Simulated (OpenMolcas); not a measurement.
**Sm⁴⁺: CASSCF and CASPT2 terms and fine-structure levels**

Aim: the low terms and levels of Sm⁴⁺, with their order and spacing, then second-order correlation under several settings.

Program: OpenMolcas 26.06. Level of theory: state-averaged CASSCF and CASPT2, spin-orbit coupling by RASSI with atomic mean-field integrals. These are calculated values, not measurements, unless marked.

### 1 Starting point

| Item | Value |
| --- | --- |
| Species | Sm⁴⁺ (samarium, Z = 62, 58 electrons) |
| Basis | ANO-RCC-VQZP [9s8p6d4f3g2h], 140 functions |
| Scalar Hamiltonian | X2C, point nucleus |
| Inactive shells | 1s 2s 2p 3s 3p 3d 4s 4p 4d 5s 5p |
| Active space | 4 electrons in 7 orbitals (4f) |
| Some configurations of this space | 4f4 |
| Orbitals | optimised for the ground-state spin in each parity, averaged over all roots |

Outer shells as boxes (Hund's rule):

4f4
```
4f [↑ ][↑ ][↑ ][↑ ][  ][  ][  ]
```

Each step is its own input file, run in one work folder so that later steps find the files of earlier ones. Labels, J, g values, rates, χT and fits are worked out afterwards by a script from the matrices that RASSI stores.

### 2 GATEWAY and SEWARD: basis and integrals

The input, a.inp:

```
&GATEWAY
Coord
1

Sm 0.0 0.0 0.0
Basis=ANO-RCC-VQZP
Group=XYZ
NoMove
AngMom=0.0 0.0 0.0
AMFI
RX2C
&SEWARD
```

Started as:

```bash
$ OMP_NUM_THREADS=1 MOLCAS_MEM=2252 MOLCAS_PROJECT=a pymolcas a.inp > a.log
```

### 3 Reference wave functions, quintets of even parity, 35 roots

The input, a.inp:

```
&RASSCF
FileOrb=start.orb
Symmetry=1
Spin=5
nActEl=4 0 0
Inactive=15 12
Ras2=0 7
CIRoot=35 35 1
SDav=35
CIMx=300
Iter=120 100
PrWF=0.3
OrbListing=Nothing
MaxOrb=0
Atom
>>> COPY $Project.JobIph JOB001
```

start.orb holds the contracted functions of the basis, ordered by shell, or the orbitals of the step before.

### 4 Reference wave functions, triplets of even parity, 132 roots

The input, a.inp:

```
&RASSCF
FileOrb=start.orb
Symmetry=1
Spin=3
nActEl=4 0 0
Inactive=15 12
Ras2=0 7
CIRoot=132 132 1
SDav=210
CIMx=300
Iter=120 100
PrWF=0.3
OrbListing=Nothing
MaxOrb=0
Atom
CIOnly
>>> COPY $Project.JobIph JOB002
```

### 5 Reference wave functions, singlets of even parity, 132 roots

The input, a.inp:

```
&RASSCF
FileOrb=start.orb
Symmetry=1
Spin=1
nActEl=4 0 0
Inactive=15 12
Ras2=0 7
CIRoot=132 132 1
SDav=196
CIMx=300
Iter=120 100
PrWF=0.3
OrbListing=Nothing
MaxOrb=0
Atom
CIOnly
>>> COPY $Project.JobIph JOB003
```

### 6 State interaction with spin-orbit coupling

The input, a.inp:

```
&RASSI
NrOfJobIphs=2 30 60
1 2 3 4 5 6 7 8 9 10 11 12 13 14 15 16 17 18 19 20 21 22 23 24 25 26 27
28 29 30
1 2 3 4 5 6 7 8 9 10 11 12 13 14 15 16 17 18 19 20 21 22 23 24 25 26 27
28 29 30 31 32 33 34 35 36 37 38 39 40 41 42 43 44 45 46 47 48 49 50 51
52 53 54 55 56 57 58 59 60
IphNames
JOB001
JOB002
EJob
SpinOrbit
DIPRint=1.0
SOCoupling=1000.0
Subsets=2
MEES
Property=10
'ANGMOM' 1 'ANGMOM' 2 'ANGMOM' 3 'MLTPL  1' 1 'MLTPL  1' 2 'MLTPL  1' 3
'AMFI' 1 'AMFI' 2 'AMFI' 3 'MLTPL  2' 6
SOProperty=3
'ANGMOM' 1 'ANGMOM' 2 'ANGMOM' 3
```

### 7 CASPT2: IPEA 0.4, real shift 0.1 (closed shells correlated: 5s 5p), extended multistate

The input, a.inp:

```
>>> COPY JOB001 $Project.JobIph
&CASPT2
XMultistate=30 1 2 3 4 5 6 7 8 9 10 11 12 13 14 15 16 17 18 19 20 21 22
23 24 25 26 27 28 29 30
Frozen=14 9
IPEA=0.4
Shift=0.1
MaxIter=60
WThr=0.0 0.3 0.05
PrWF=0.5
NoMix
>>> COPY JOB002 $Project.JobIph
&CASPT2
XMultistate=60 1 2 3 4 5 6 7 8 9 10 11 12 13 14 15 16 17 18 19 20 21 22
23 24 25 26 27 28 29 30 31 32 33 34 35 36 37 38 39 40 41 42 43 44 45 46
47 48 49 50 51 52 53 54 55 56 57 58 59 60
Frozen=14 9
IPEA=0.4
Shift=0.1
MaxIter=60
WThr=0.0 0.3 0.05
PrWF=0.5
NoMix
```

### 8 CASPT2: IPEA 0.1, sigma2 regulariser 0.05 (closed shells correlated: 4d 5s 5p)

The input, a.inp:

```
>>> COPY JOB001 $Project.JobIph
&CASPT2
Multistate=30 1 2 3 4 5 6 7 8 9 10 11 12 13 14 15 16 17 18 19 20 21 22
23 24 25 26 27 28 29 30
Frozen=9 9
IPEA=0.1
Sig2=0.05
MaxIter=60
WThr=0.0 0.3 0.05
PrWF=0.5
NoMix
>>> COPY JOB002 $Project.JobIph
&CASPT2
Multistate=60 1 2 3 4 5 6 7 8 9 10 11 12 13 14 15 16 17 18 19 20 21 22
23 24 25 26 27 28 29 30 31 32 33 34 35 36 37 38 39 40 41 42 43 44 45 46
47 48 49 50 51 52 53 54 55 56 57 58 59 60
Frozen=9 9
IPEA=0.1
Sig2=0.05
MaxIter=60
WThr=0.0 0.3 0.05
PrWF=0.5
NoMix
```

### 9 CASPT2: IPEA 0.3, imaginary shift 0.1 (closed shells correlated: none)

Edit a.inp of step 8 so:

```diff
@@ -4,5 +4,5 @@
 23 24 25 26 27 28 29 30
-Frozen=9 9
-IPEA=0.1
-Sig2=0.05
+Frozen=15 12
+IPEA=0.3
+Imaginary=0.1
 MaxIter=60
@@ -16,5 +16,5 @@
 47 48 49 50 51 52 53 54 55 56 57 58 59 60
-Frozen=9 9
-IPEA=0.1
-Sig2=0.05
+Frozen=15 12
+IPEA=0.3
+Imaginary=0.1
 MaxIter=60
```

(Steps that only read results are left out.)

**Question.** What will these runs give? Wanted: lowest level; first excited level; lowest level of another term; spin-orbit lowering of the lowest level; strongest of the lines computed, by gA.

**Answer**, as computed:

```
                                                                                   quantity                                                                   value
                                                                                     method  XMS-CASPT2, IPEA 0.4, real shift 0.1 (closed shells correlated: 5s 5p)
                                                                               lowest level                                   4f4 5I4, 97 % of that term, g = 0.604
                                                                ground level listed by NIST                                                                     5I4
                                                                        first excited level                                                    4f4 5I5 at 2020 cm-1
                                                               lowest level of another term                                                   4f4 5F1 at 16600 cm-1
                                                    spin-orbit lowering of the lowest level                                                               5509 cm-1
strongest of the lines computed, by gA (one parity, so forbidden lines), at CASSCF energies                           4f4 3K7 → 4f4 5I6, 491.1 nm, A = 4.09e+00 s⁻¹
```

Cost and accuracy by method:

| method | time of its own steps | time with the reference | mean absolute difference from method B (cm-1) |
| --- | --- | --- | --- |
| A. CASSCF | 59 s | 59 s | 940 |
| B. XMS-CASPT2, IPEA 0.4, real shift 0.1, +5s 5p | 2.2 min | 3.1 min | 0 |
| C. SS-CASPT2, IPEA 0.1, sigma2 regulariser 0.05, +4d 5s 5p | 6.7 min | 7.7 min | 970 |
| D. SS-CASPT2, IPEA 0.3, imaginary shift 0.1, +none | 3.2 min | 4.2 min | 430 |

Times are of one thread on a shared host.

In words: The multiplet 5I is regular; its intervals divided by the larger J differ by 32 % of their mean, where Landé's rule for pure LS coupling makes them equal. Second-order correlation (method B) scales the levels of the lowest configuration above 5000 cm⁻¹ by 0.89 to 1.01. Only the configurations of the active space and the roots asked for are present. The triplets, singlets rest on orbitals optimised for another spin in at least one step, which raises them against the optimised states. Not all states of the active space went into the spin-orbit step. CASPT2 does not keep the components of a term degenerate, and the means are used. High states of lower spin are left out of the spin-orbit mixing. Levels of other configurations are missing from the list.
